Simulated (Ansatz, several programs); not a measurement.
ZnO built on the wurtzite prototype, relaxed with r2SCAN in Ansatz (plane waves, PAW): space group P6_3mc (No. 186), hexagonal; a = 3.235 Å, c = 5.211 Å in the conventional setting, 11.81 Å³ an atom. Zn is surrounded by 4 O at 1.97–1.98 Å; O is surrounded by 4 Zn at 1.97–1.98 Å. The cell was then scaled with its shape and fractional coordinates held, which makes it stiffer than a relaxed compression. The values are computed, spin-unpolarised, and not measurements.

```csv
V (Å³/atom),E (meV/atom)
11.101,22.24
11.455,5.25
11.809,0.00
12.518,17.94
```

Q: Pass a cubic E = c₀ + c₁u + c₂u² + c₃u³, with u = V − 11.721 Å³, through these points.

A: c₀ = 0.30, c₁ = -7.050, c₂ = 41.724, c₃ = -6.4124 (meV and Å³).

Q: Where is the minimum, and what bulk modulus follows?

A: dE/du = 0 at u = +0.086, so V₀ = 11.81 Å³. B = V₀ d²E/dV² = 11.81 × (2c₂ + 6c₃u) = 11.81 × 80.132 = 946 meV/Å³, and 1 meV/Å³ is 0.16022 GPa: 152 GPa. A third-order Birch-Murnaghan fit to all five points gives 11.81 Å³ and 150 GPa.

Q: Predict the energy and the pressure at the withheld volume, 12.164 Å³.

A: With u = +0.443: E ≈ 4.81 meV and P = −dE/dV ≈ -4.19 GPa. The run gives 4.72 meV and, from its stress, -4.16 GPa.
